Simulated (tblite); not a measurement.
# C2H7F2Ge2N3: the cost of one run

Programs: tblite 0.8.0 and PySCF 2.14.0, with density-fitted response routines of our own. Each step states its level of theory. These are calculated values for one molecule in the gas phase, unless marked as measured. Atoms are numbered from 0 throughout.

**1. The starting structure**

16 atoms, charge 0, multiplicity 1; geometry from: force field or distance geometry start.

Bonds of the start (Å): N0–C1 1.16, C1–Ge2 1.89, Ge2–N3 1.86, N3–Ge4 1.88, Ge4–N5 1.86, Ge2–C6 1.97, C6–F7 1.38, C6–F8 1.37, Ge2–H9 1.56, N3–H10 1.03, Ge4–H11 1.56, Ge4–H12 1.55, N5–H13 1.03, N5–H14 1.05, C6–H15 1.12.

**2. Relaxing the molecule with GFN2-xTB**

The job: settings as JSON, then the geometry in Å.

```
{"job": {"kind": "relax", "xc": "GFN2-xTB", "basis": "xTB"}, "charge": 0, "multiplicity": 1}
N     -1.466600     3.378700     0.455300
C     -1.311200     2.230700     0.453100
Ge    -1.005400     0.366200     0.453800
N      0.391200     0.005300    -0.727800
Ge     1.942200     0.028000     0.335500
N      2.960800    -1.460800    -0.126400
C     -2.660700    -0.499100    -0.160500
F     -2.777800    -0.336800    -1.525200
F     -2.559500    -1.830200     0.164700
H     -0.627200    -0.173100     1.871100
H      0.427000     0.684100    -1.507500
H      1.551500    -0.126600     1.833500
H      2.712900     1.344100     0.067700
H      2.389300    -2.296700    -0.318000
H      3.573200    -1.277900    -0.957200
H     -3.547300    -0.026900     0.345400
```

Command:

```sh
$ OMP_NUM_THREADS=1 python probes_run.py task.json out
```

One launch serves the whole session: the jobs run in the order shown.

Q: Estimate the wall time and peak memory of this first job on 1 thread of Intel Xeon at 2.50GHz, shared host.

About 7.4 s, with a peak of 0.18 GiB.
